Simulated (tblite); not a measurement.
# CH13NSi4: the cost of one run

Computed with tblite 0.8.0 and PySCF 2.14.0, with density-fitted response routines of our own, on a single molecule in the gas phase. Atoms count from 0, in the outputs and in this text.

### Step 1. The molecule as given

19 atoms, charge 0, multiplicity 1; geometry from: force field or distance geometry start.

Bonds of the start (Å): Si0–C1 1.86, C1–Si2 1.87, Si2–Si3 2.22, Si3–N4 1.80, N4–Si5 1.79, Si0–H6 1.49, Si0–H7 1.47, Si0–H8 1.47, C1–H9 1.12, C1–H10 1.10, Si2–H11 1.45, Si2–H12 1.48, Si3–H13 1.47, Si3–H14 1.46, N4–H15 1.05, Si5–H16 1.47, Si5–H17 1.47, Si5–H18 1.47.

### Step 2. Geometry optimisation with GFN2-xTB

What the job is given:

```
{"job": {"kind": "relax", "xc": "GFN2-xTB", "basis": "xTB"}, "charge": 0, "multiplicity": 1}
Si    -2.462200     1.385000    -0.615200
C     -2.345800    -0.461600    -0.477300
Si    -0.933000    -1.029700     0.616600
Si     0.995800    -1.174000    -0.482800
N      2.258400    -0.646700     0.684600
Si     2.963000     0.925200     0.202900
H     -3.714100     1.640800    -1.376700
H     -1.328200     1.991100    -1.318000
H     -2.614500     1.892900     0.750600
H     -3.286200    -0.796000     0.040600
H     -2.323900    -0.976000    -1.450600
H     -0.794000    -0.174600     1.784900
H     -1.281600    -2.390100     1.086400
H      1.244400    -2.577400    -0.841500
H      1.025600    -0.296200    -1.648100
H      2.980900    -1.393000     0.827800
H      3.480500     0.808000    -1.165100
H      1.997400     2.021100     0.345300
H      4.127700     1.260500     1.043500
```

Launch:

```
$ OMP_NUM_THREADS=1 python probes_run.py task.json out
```

The driver reads the jobs from task.json and runs them one after another.

Q: Estimate the wall time of this first job on 1 thread of Arm Neoverse N1, shared host.

About 3.1 s.
